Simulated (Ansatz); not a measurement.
# GdRuAsO: the cost of one run

Method: DFT PBE, scalar-relativistic, plane waves, PAW, in Ansatz 0.2.0.

## Step 1: The starting structure

Symmetry: P4/nmm, No. 129, tetragonal system. Conventional cell: a = 4.062 Å, b = 4.062 Å, c = 8.213 Å, α = 90.00°, β = 90.00°, γ = 90.00°. Gd (site symmetry 4mm) is surrounded by 4 O at 2.31 Å. As (site symmetry 4mm) has 4 Ru at 2.43 Å as nearest neighbours. Around Ru (site symmetry -4m2) lie 4 As at 2.43 Å. O (site symmetry -4m2) is surrounded by 4 Gd at 2.31 Å.

Structure file:

```cif
data_structure
_symmetry_space_group_name_H-M 'P 1'
_symmetry_Int_Tables_number 1
_cell_length_a 4.0619
_cell_length_b 4.0619
_cell_length_c 8.2128
_cell_angle_alpha 90.000
_cell_angle_beta 90.000
_cell_angle_gamma 90.000
_cell_volume 135.50
loop_
_atom_site_label
_atom_site_type_symbol
_atom_site_fract_x
_atom_site_fract_y
_atom_site_fract_z
_atom_site_occupancy
Gd1 Gd 0.50000 0.00000 0.13284 1
Gd2 Gd 0.00000 0.50000 0.86716 1
As1 As 0.50000 0.00000 0.66344 1
As2 As 0.00000 0.50000 0.33656 1
Ru1 Ru 0.00000 0.00000 0.50000 1
Ru2 Ru 0.50000 0.50000 0.50000 1
O1 O 0.00000 0.00000 0.00000 1
O2 O 0.50000 0.50000 0.00000 1
```

This cell comes from an earlier session at PBE: 16.938 Å³/atom at -0.02 GPa, on a 8×8×4 mesh.

## Step 2: Antiferromagnetic, in the cell as typed

File input.yaml:

```yaml
crystal:
  lattice:
    - [4.061891577, 0.0, 0.0]
    - [0.0, 4.061891577, 0.0]
    - [0.0, 0.0, 8.2127580676]
  atoms:
    - { symbol: Gd, position: [0.5, 0.0, 0.1328404459], spin: 7.0 }
    - { symbol: Gd, position: [0.0, 0.5, 0.8671595541], spin: -7.0 }
    - { symbol: As, position: [0.5, 0.0, 0.6634420088] }
    - { symbol: As, position: [0.0, 0.5, 0.3365579912] }
    - { symbol: Ru, position: [0.0, 0.0, 0.5] }
    - { symbol: Ru, position: [0.5, 0.5, 0.5] }
    - { symbol: O, position: [0.0, 0.0, 0.0] }
    - { symbol: O, position: [0.5, 0.5, 0.0] }
basis:
  ecutwfc: 420
  ecutrho_ratio: 4
kpoints:
  mp_grid: { grid: [8, 8, 4] }
hamiltonian:
  xc: pbe
scf:
  occupations: { method: gaussian, width: 0.05 }
  lower_state_search: "off"
output:
  forces: true
  stress: true
  eigenvalues: true
  populations: true
magnetization:
  spin_polarized: true
```

Command:

```bash
$ ansatz run input.yaml --threads 4 --pin off --max-ram 10240MiB --backend cpu --events-out ev --progress --plain --runs-dir out
```

**Question.** How long does this run take on 4 threads of Intel Xeon 6975P-C (Granite Rapids), shared host, and how much memory does it need?

About 25 s, with a peak of 1.1 GiB.
